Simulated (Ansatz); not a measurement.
# SrPd5: relaxation and properties

The task here is to estimate one member of a computed series from the others.

Program: Ansatz 0.2.0. Level of theory: DFT PBEsol, scalar-relativistic, plane waves, PAW. These are calculated values, not measurements.

**The starting structure**

Symmetry: P6/mmm, No. 191, hexagonal system. The conventional cell has a = 5.383 Å, b = 5.383 Å, c = 4.392 Å, α = 90.00°, β = 90.00°, γ = 120.00°. Sr (site symmetry 6/mmm) has 18 Pd at 3.11 to 3.47 Å in its first shell of neighbours. Around Pd (site symmetry -6m2) lie 9 Pd at 2.69 to 3.11 Å and 3 Sr at 3.11 Å. Pd (site symmetry mmm) is surrounded by 8 Pd at 2.69 Å.

As a file:

```cif
data_structure
_symmetry_space_group_name_H-M 'P 1'
_symmetry_Int_Tables_number 1
_cell_length_a 5.3830
_cell_length_b 5.3830
_cell_length_c 4.3920
_cell_angle_alpha 90.000
_cell_angle_beta 90.000
_cell_angle_gamma 120.000
_cell_volume 110.22
loop_
_atom_site_label
_atom_site_type_symbol
_atom_site_fract_x
_atom_site_fract_y
_atom_site_fract_z
_atom_site_occupancy
Sr1 Sr 0.00000 0.00000 0.00000 1
Pd1 Pd 0.33333 0.66667 0.00000 1
Pd2 Pd 0.66667 0.33333 0.00000 1
Pd3 Pd 0.50000 0.00000 0.50000 1
Pd4 Pd 0.50000 0.50000 0.50000 1
Pd5 Pd 0.00000 0.50000 0.50000 1
```

The structure comes from the Crystallography Open Database.

Set-up of the first run:

(A quick probe on a coarse mesh, which set the mesh and smearing, is not shown.)

input.yaml reads:

```yaml
crystal:
  lattice:
    - [5.383, 0.0, 0.0]
    - [-2.6915, 4.6618147486, 0.0]
    - [0.0, 0.0, 4.392]
  atoms:
    - { symbol: Sr, position: [0.0, 0.0, 0.0] }
    - { symbol: Pd, position: [0.3333333333, 0.6666666667, 0.0] }
    - { symbol: Pd, position: [0.6666666667, 0.3333333333, 0.0] }
    - { symbol: Pd, position: [0.5, 0.0, 0.5] }
    - { symbol: Pd, position: [0.5, 0.5, 0.5] }
    - { symbol: Pd, position: [0.0, 0.5, 0.5] }
basis:
  ecutwfc: 420
kpoints:
  mp_grid: { grid: [12, 12, 8] }
hamiltonian:
  xc: pbesol
scf:
  occupations: { method: gaussian, width: 0.1 }
output:
  forces: true
  stress: true
  eigenvalues: true
relax:
  adjacent_minimum: "off"
  f_tol: 0.005
  max_steps: 80
  cell: { stress_tol: 0.05 }
```

On the command line:

```console
$ ansatz run input.yaml --threads 1 --pin off --max-ram 2560MiB --backend cpu --events-out ev --progress --plain --runs-dir out
```

Steps of the session up to this table: Relaxing cell and atoms; Bands, states and charges; The cell scaled to 0.97 of its volume; The cell scaled to 1.03 of its volume; Volume × 0.94; Volume × 1.06.

One of the session's tables, all rows but one given; the rest of the session is left out.

It belongs to the step «Energy against volume». 

```
volume (Å³/atom)  energy above the lowest point (meV/atom)  pressure (GPa)
          16.989                                      29.5            9.33
          17.531                                       6.9            4.24
          18.073                                       0.0            0.01
          18.616                                         ?               ?
          19.158                                      23.1           -6.41
```

Estimate the missing values for volume (Å³/atom) = 18.616.

Worked estimate for «energy above the lowest point (meV/atom)». A straight line through the neighbours (18.073, 0.0) and (19.158, 23.1) gives 0.0 + (23.1 − 0.0) × (18.616 − 18.073) / (19.158 − 18.073) = 11.6; a parabola fitted to 3 rows on both sides gives 5.4.

As computed: energy above the lowest point (meV/atom): 6.2; pressure (GPa): -3.50. In «energy above the lowest point (meV/atom)» the line misses by +5.4 and the parabola by -0.8.

Limits of these values: The start is a reported cell, which holds thermal expansion that this zero-temperature run lacks. The projections leave out shells that the potentials don't hold, such as empty d states.
